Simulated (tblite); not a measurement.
# C4H11B2F2P: the cost of one run

Programs: tblite 0.8.0 and PySCF 2.14.0, with density-fitted response routines of our own. Each step states its level of theory. These are calculated values for one molecule in the gas phase, unless marked as measured. Atoms count from 0, in the outputs and in this text.

## Step 1: The starting structure

20 atoms, charge 0, multiplicity 1; geometry from: force field or distance geometry start.

Bonds of the start (Å): C0–C1 1.53, C1–C2 1.47, C2–B3 1.60, B3–P4 1.97, B3–C5 1.61, C5–B6 1.58, B6–F7 1.42, B6–F8 1.45, C0–H9 1.11, C0–H10 1.11, C0–H11 1.10, C1–H12 1.11, C1–H13 1.13, C2–H14 1.14, C2–H15 1.10, P4–H16 1.47, P4–H17 1.45, C5–H18 1.13, C5–H19 1.09.

## Step 2: Geometry optimisation with GFN2-xTB

What the job is given:

```
{"job": {"kind": "relax", "xc": "GFN2-xTB", "basis": "xTB"}, "charge": 0, "multiplicity": 1}
C      2.551100    -0.435600     0.140600
C      1.718300     0.805600     0.486200
C      0.493000     0.765400    -0.333700
B     -0.413800    -0.526300    -0.091600
P     -0.945400    -0.826400     1.777100
C     -1.464400    -0.801300    -1.274700
B     -2.766300     0.027700    -0.958300
F     -3.805700    -0.590700    -0.209400
F     -2.700300     1.470900    -0.991400
H      3.306300    -0.566600     0.944800
H      3.069200    -0.214300    -0.821400
H      1.920400    -1.338400     0.107000
H      2.265000     1.747500     0.261500
H      1.506700     0.801800     1.596900
H     -0.215200     1.632100    -0.138700
H      0.752500     0.701600    -1.403200
H     -2.370500    -0.505900     1.944000
H     -0.212300     0.074300     2.638700
H     -1.065300    -0.350300    -2.225300
H     -1.628300    -1.860700    -1.452100
```

Command:

```
OMP_NUM_THREADS=1 python probes_run.py task.json out
```

The driver reads the jobs from task.json and runs them one after another.

Q: Estimate the wall time and peak memory of this first job on 1 thread of Intel Xeon at 2.50GHz, shared host.

About 2.4 s, with a peak of 0.18 GiB.
